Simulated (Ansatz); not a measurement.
# As: the cost of one run

Method: DFT PBEsol, scalar-relativistic, plane waves, PAW, in Ansatz 0.2.0.

## 1. Starting point

The structure is cubic, space group Fd-3m (No. 227). Conventional cell: a = 5.653 Å, b = 5.653 Å, c = 5.653 Å, α = 90.00°, β = 90.00°, γ = 90.00°. As (site symmetry -43m) has 4 As at 2.45 Å as nearest neighbours.

Coordinates:

```cif
data_structure
_symmetry_space_group_name_H-M 'P 1'
_symmetry_Int_Tables_number 1
_cell_length_a 3.9971
_cell_length_b 3.9971
_cell_length_c 3.9971
_cell_angle_alpha 60.000
_cell_angle_beta 60.000
_cell_angle_gamma 60.000
_cell_volume 45.16
loop_
_atom_site_label
_atom_site_type_symbol
_atom_site_fract_x
_atom_site_fract_y
_atom_site_fract_z
_atom_site_occupancy
As1 As 0.50000 0.50000 0.50000 1
As2 As 0.75000 0.75000 0.75000 1
```

This is candidate A: diamond type (Fd-3m, No. 227).

(A quick probe on a coarse mesh, which set the mesh and smearing, is not shown.)

## 3. Coarse relaxation (candidate A)

File input.yaml:

```yaml
crystal:
  lattice:
    - [0.0, 2.826409592, 2.826409592]
    - [2.826409592, 0.0, 2.826409592]
    - [2.826409592, 2.826409592, 0.0]
  atoms:
    - { symbol: As, position: [0.5, 0.5, 0.5] }
    - { symbol: As, position: [0.75, 0.75, 0.75] }
basis:
  ecutwfc: 420
kpoints:
  mp_grid: { grid: [6, 6, 6] }
hamiltonian:
  xc: pbesol
scf:
  occupations: { method: gaussian, width: 0.1 }
  lower_state_search: "off"
output:
  forces: true
  stress: true
  eigenvalues: true
relax:
  adjacent_minimum: "off"
  f_tol: 0.04
  max_steps: 70
  cell: { stress_tol: 0.4 }
```

What time and memory should one allow on 1 thread of an x86-64 CPU, shared host?

About 4.4 s, with a peak of 0.37 GiB.
